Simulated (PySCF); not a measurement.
# C7H10FNO: magnetic properties

Wanted: magnetic properties for C7H10FNO (`CN(C)C(=O)C1=C[C@H](F)C1`).

Programs: PySCF 2.14.0, with routines of our own; each step states its level. All values are computed. Atoms count from 0.

## Step 1: The system as given

20 atoms, charge 0, multiplicity 1; geometry from: GFN2-xTB.

## Step 2: Magnetic properties: GIAO CAM-B3LYP/pcSseg-1

Job settings and geometry (Å):

```
{"job": {"kind": "mag", "xc": "CAM-B3LYP", "basis": "pcSseg-1", "isotopologues": 0}, "charge": 0, "multiplicity": 1}
C     -2.842974    -0.624610    -0.176722
N     -1.507349    -0.078211    -0.118271
C     -1.424707     1.339330     0.120412
C     -0.450028    -0.904459    -0.286526
O     -0.574189    -2.092009    -0.539682
C      0.905481    -0.328154    -0.137052
C      1.566353     0.386288     0.782948
C      2.904655     0.163231     0.134328
F      3.552057     1.289001    -0.314556
C      2.141997    -0.629555    -0.954951
H     -3.366577    -0.444002     0.764630
H     -2.762746    -1.695861    -0.349931
H     -3.406922    -0.166240    -0.992128
H     -1.646276     1.572041     1.166361
H     -2.156597     1.851678    -0.507989
H     -0.432970     1.711137    -0.121935
H      1.294908     0.902889     1.684063
H      3.633766    -0.407153     0.716635
H      2.401557    -1.681134    -1.048340
H      2.165412    -0.153530    -1.932815
```

Method: GIAO CAM-B3LYP/pcSseg-1 magnetisability, rotational g tensor and spin-rotation constants, non-relativistic, gas phase.

The run is started by

```sh
> OMP_NUM_THREADS=1 python excited_run.py task.json out
```

One launch serves the whole session: the jobs run in the order shown.

The program printed:

```text
coarse grid: 17040 points
cycle   1  E = -501.9628412150  dE =  1.996e+00  |g| = 1.015e+00  |ddm| = 4.031e+00
cycle   2  E = -501.5804356220  dE =  3.824e-01  |g| = 1.786e+00  |ddm| = 2.402e+00
cycle   3  E = -502.1552747260  dE = -5.748e-01  |g| = 1.863e-01  |ddm| = 1.700e+00
cycle   4  E = -502.1606358608  dE = -5.361e-03  |g| = 9.536e-02  |ddm| = 1.899e-01
cycle   5  E = -502.1621025806  dE = -1.467e-03  |g| = 1.686e-02  |ddm| = 6.264e-02
cycle   6  E = -502.1621656018  dE = -6.302e-05  |g| = 6.329e-03  |ddm| = 2.073e-02
cycle   7  E = -502.1621758111  dE = -1.021e-05  |g| = 1.516e-03  |ddm| = 7.223e-03
cycle   8  E = -502.1621766541  dE = -8.430e-07  |g| = 7.235e-04  |ddm| = 3.280e-03
final grid: 165984 points
cycle   9  E = -502.2580258383  dE = -4.243e-05  |g| = 6.000e-03  |ddm| = 2.573e-02
cycle  10  E = -502.2580232246  dE =  2.614e-06  |g| = 7.437e-03  |ddm| = 9.882e-03
cycle  11  E = -502.2580331743  dE = -9.950e-06  |g| = 1.165e-03  |ddm| = 5.466e-03
cycle  12  E = -502.2580334006  dE = -2.263e-07  |g| = 3.380e-04  |ddm| = 9.994e-04
cycle  13  E = -502.2580334179  dE = -1.722e-08  |g| = 1.481e-04  |ddm| = 3.534e-04
cycle  14  E = -502.2580334219  dE = -4.069e-09  |g| = 2.203e-05  |ddm| = 1.338e-04
cycle  15  E = -502.2580334221  dE = -1.455e-10  |g| = 9.780e-06  |ddm| = 3.841e-05
converged SCF energy = -502.2580334221

Magnetisability tensor (1e-30 J/T^2)
    -1242.55      -24.68        2.11
      -24.68    -1315.65       83.37
        2.11       83.37    -1394.27
isotropic -1317.49   principal values   -1448.24  -1274.48  -1229.75
isotropic susceptibility -79.341 1e-6 cm^3/mol

Inertial axes            a          b          c
rot. const./GHz      2.9404     0.7448     0.6335
chi total           -75.633    -76.296    -86.094
chi diamagnetic    -539.777  -1676.103  -1961.758
chi paramagnetic    464.144   1599.807   1875.665
quadrupole/D A       -0.006     -3.731      3.738
g nuclear            0.5981     0.5499     0.5514
g electronic        -0.6411    -0.5598    -0.5582
g total             -0.0430    -0.0099    -0.0068

Spin-rotation constants (kHz, H = +C I.J)
atom  isotope        aa         bb         cc
  1    14N        0.230      0.077      0.036
  8    19F        1.637      0.468      0.301
 10     1H       -0.230     -0.054     -0.021
 11     1H       -0.223      0.029     -0.063
 12     1H       -0.237     -0.069     -0.008
 13     1H       -0.283     -0.053     -0.004
 14     1H       -0.176     -0.061     -0.025
 15     1H        0.091     -0.066     -0.062
 16     1H       -0.286     -0.002     -0.014
 17     1H       -0.101     -0.053     -0.015
 18     1H       -0.323      0.041     -0.069
 19     1H       -0.319     -0.088      0.032
  0    13C*       0.412      0.146      0.104
  3    13C*       1.526      0.276      0.153
  4    17O*      -1.399     -0.476     -0.022
  5    13C*       1.500      0.208      0.184
  6    13C*       1.327      0.223      0.171
  7    13C*       0.836      0.173      0.147
  9    13C*       0.500      0.147      0.118
* in the singly substituted isotopologue
```

It took 4.9 min on 1 thread of Intel Xeon at 2.50GHz, shared host; peak memory 1.2 GiB.

In short:

| quantity | value |
| --- | --- |
| magnetisability | -1317·10⁻³⁰ J/T² |
| molar susceptibility | -79.3·10⁻⁶ cm³/mol |
| rotational g (a, b, c) | -0.0430, -0.0099, -0.0068 |

Orbitals, density, ELF and potential are computed afterwards from the orbital file.

Frontier orbitals at CAM-B3LYP/pcSseg-1, with the share of their density that lies nearest to each atom:

| orbital | energy (eV) | lies on |
| --- | --- | --- |
| HOMO | -8.49 | N1 46 %; O4 28 % |
| LUMO | 0.17 | C5, C6 about 25 % each; C3 14 %; O4 10 % |

ELF in a plane through or near 8 of the atoms.

Ten even steps from '0' (0.00) to '9' (1.00):
```
0000000000000000000000000000
0000000000000000000000000000
0000000000000000000000000000
0000000000000000021000000000
0000000000000000487100000000
0000122000110023899400000000
0000355202441055899300000000
0001455336664034455000000000
0000124368587202774012100000
0000024715587403656356310000
0000146683526857618237410000
0000023575854923757144200000
0000000366664523303885100000
0000003999400377712998200000
0000006999502776850998200000
0000002898102788750152000000
0000000132000344320000000000
0000000000000011000000000000
0000000000000000000000000000
0000000000000000000000000000
```
The map spans 12.4 Å across and 9.4 Å up, centred on the molecule. Atoms in the plane (x, y in Å): C0 (2.8, -0.6), N1 (1.5, -0.1), C3 (0.4, -0.9), O4 (0.6, -2.1), C5 (-0.9, -0.3), C7 (-2.9, 0.3), H11 (2.8, -1.7), H18 (-2.4, -1.9).

log10 of the density (e/Å³) in the same plane.

Ten even steps from ' ' (-4.0) to '@' (1.5):
```
                                                        
                                                        
                            ....::::::..                
                  ..........::--------::..              
        ..::::::::::::::::::--====++==--::..            
      ::--======--==========++++**##**++--::..          
    ..--++++++++++++++++====++**######++==--::..        
    ::==++**##************++++**####**++==----::..      
    ::==++**############**++++**####**++++++==--::      
    ..--++**##@@%%########**++**##%%##******++==--..    
    ..--==++**########@@@@######%%%%####%%##**==--..    
    ..::==++++**############@@%%######%%%%##++==--..    
      ::--==++****##******##%%##******####**++==::..    
      ..::--==**##**++++++**%%%%##++++##**++==--::      
        ..--==++****++==++**%%%%##**++++++++--::..      
          ::--======----==++**##**++====----::..        
          ..::::----::::--==++++++==--::::....          
              ..........::--------::....                
                            ....                        
                                                        
```
The map spans 12.4 Å across and 9.4 Å up, centred on the molecule. Atoms in the plane (x, y in Å): C0 (2.8, -0.6), N1 (1.5, -0.1), C3 (0.4, -0.9), O4 (0.6, -2.1), C5 (-0.9, -0.3), C7 (-2.9, 0.3), H11 (2.8, -1.7), H18 (-2.4, -1.9).

On the surface of density 0.002 e/bohr³ the electrostatic potential runs, from the 1st to the 99th percentile, from -1.94 V near O4 to 1.08 V near H16.

## Step 3: Magnetic properties: GIAO CAM-B3LYP/3-21G

The job, as its differences from that of step 2:

```diff
@@ -1,2 +1,2 @@
-{"job": {"kind": "mag", "xc": "CAM-B3LYP", "basis": "pcSseg-1", "isotopologues": 0}, "charge": 0, "multiplicity": 1}
+{"job": {"kind": "mag", "xc": "CAM-B3LYP", "basis": "3-21G"}, "charge": 0, "multiplicity": 1}
 C     -2.842974    -0.624610    -0.176722
```

With the program's defaults for keys left out, this is: GIAO CAM-B3LYP/3-21G magnetisability, rotational g tensor and spin-rotation constants, non-relativistic, gas phase.

The program printed:

```text
coarse grid: 17040 points
cycle   1  E = -499.2566829241  dE =  1.883e+00  |g| = 9.996e-01  |ddm| = 4.618e+00
cycle   2  E = -498.8293616618  dE =  4.273e-01  |g| = 1.834e+00  |ddm| = 3.208e+00
cycle   3  E = -499.4571328289  dE = -6.278e-01  |g| = 1.911e-01  |ddm| = 2.256e+00
cycle   4  E = -499.4630742902  dE = -5.941e-03  |g| = 8.465e-02  |ddm| = 2.569e-01
cycle   5  E = -499.4642809934  dE = -1.207e-03  |g| = 1.526e-02  |ddm| = 8.323e-02
cycle   6  E = -499.4643394338  dE = -5.844e-05  |g| = 5.984e-03  |ddm| = 2.873e-02
cycle   7  E = -499.4643494579  dE = -1.002e-05  |g| = 1.520e-03  |ddm| = 1.208e-02
cycle   8  E = -499.4643501870  dE = -7.291e-07  |g| = 6.569e-04  |ddm| = 3.256e-03
final grid: 165984 points
cycle   9  E = -499.5228221377  dE = -1.682e-05  |g| = 3.549e-03  |ddm| = 1.604e-02
cycle  10  E = -499.5228219933  dE =  1.444e-07  |g| = 3.937e-03  |ddm| = 7.202e-03
cycle  11  E = -499.5228246926  dE = -2.699e-06  |g| = 3.153e-04  |ddm| = 3.752e-03
cycle  12  E = -499.5228247108  dE = -1.815e-08  |g| = 1.860e-04  |ddm| = 4.765e-04
cycle  13  E = -499.5228247176  dE = -6.864e-09  |g| = 7.142e-05  |ddm| = 2.803e-04
cycle  14  E = -499.5228247187  dE = -1.048e-09  |g| = 2.020e-05  |ddm| = 9.063e-05
cycle  15  E = -499.5228247188  dE = -9.163e-11  |g| = 6.904e-06  |ddm| = 3.253e-05
converged SCF energy = -499.5228247188

Magnetisability tensor (1e-30 J/T^2)
    -1303.40      -32.31        0.65
      -32.31    -1324.20       74.13
        0.65       74.13    -1416.71
isotropic -1348.10   principal values   -1459.57  -1321.68  -1263.05
isotropic susceptibility -81.184 1e-6 cm^3/mol

Inertial axes            a          b          c
rot. const./GHz      2.9404     0.7448     0.6335
chi total           -79.348    -77.096    -87.109
chi diamagnetic    -537.537  -1674.161  -1959.064
chi paramagnetic    458.190   1597.065   1871.955
quadrupole/D A        0.083     -3.137      3.055
g nuclear            0.5981     0.5499     0.5514
g electronic        -0.6329    -0.5588    -0.5571
g total             -0.0348    -0.0089    -0.0057

Spin-rotation constants (kHz, H = +C I.J)
atom  isotope        aa         bb         cc
  1    14N        0.182      0.060      0.025
  8    19F        1.105      0.301      0.165
 10     1H       -0.264     -0.058     -0.025
 11     1H       -0.264      0.022     -0.067
 12     1H       -0.273     -0.073     -0.013
 13     1H       -0.302     -0.061     -0.007
 14     1H       -0.194     -0.068     -0.028
 15     1H        0.065     -0.075     -0.066
 16     1H       -0.298     -0.011     -0.021
 17     1H       -0.141     -0.058     -0.021
 18     1H       -0.349      0.033     -0.073
 19     1H       -0.348     -0.091      0.026
  0    13C*       0.298      0.111      0.076
  3    13C*       1.256      0.219      0.116
  4    17O*      -1.285     -0.450     -0.008
  5    13C*       1.184      0.169      0.146
  6    13C*       1.071      0.172      0.134
  7    13C*       0.653      0.135      0.114
  9    13C*       0.353      0.114      0.092
* in the singly substituted isotopologue
```

Run time: 85 s. Hardware: 1 thread of Intel Xeon at 2.50GHz, shared host; peak memory 0.72 GiB.

From this job:

| quantity | value |
| --- | --- |
| magnetisability | -1348·10⁻³⁰ J/T² |
| molar susceptibility | -81.2·10⁻⁶ cm³/mol |
| rotational g (a, b, c) | -0.0348, -0.0089, -0.0057 |

## Step 4: The levels compared

| level | ξ (10⁻³⁰ J/T²) | g(a) | g(b) | gap (eV) | functions | time |
| --- | --- | --- | --- | --- | --- | --- |
| GIAO CAM-B3LYP/pcSseg-1 | -1317 | -0.0430 | -0.0099 | 8.66 | 220 | 4.9 min |
| GIAO CAM-B3LYP/3-21G | -1348 | -0.0348 | -0.0089 | 8.55 | 110 | 85 s |

## Step 5: What came out

```
                                                quantity                      value
       magnetisability (step 2, GIAO CAM-B3LYP/pcSseg-1)           -1317·10⁻³⁰ J/T²
  molar susceptibility (step 2, GIAO CAM-B3LYP/pcSseg-1)         -79.3·10⁻⁶ cm³/mol
rotational g (a, b, c) (step 2, GIAO CAM-B3LYP/pcSseg-1)  -0.0430, -0.0099, -0.0068
                   surface potential, 1st and 99th percentile         -1.94 V and 1.08 V
                         magnetisability over the levels  -1348 to -1317·10⁻³⁰ J/T²
```

The magnetisability spreads by 2.3 % over 2 levels, from GIAO CAM-B3LYP/3-21G (85 s) to GIAO CAM-B3LYP/pcSseg-1 (4.9 min); the runs took 85 s to 4.9 min. Two levels can agree by chance, so this spread shows no convergence. Vibrational averaging and real surroundings are missing from these values.
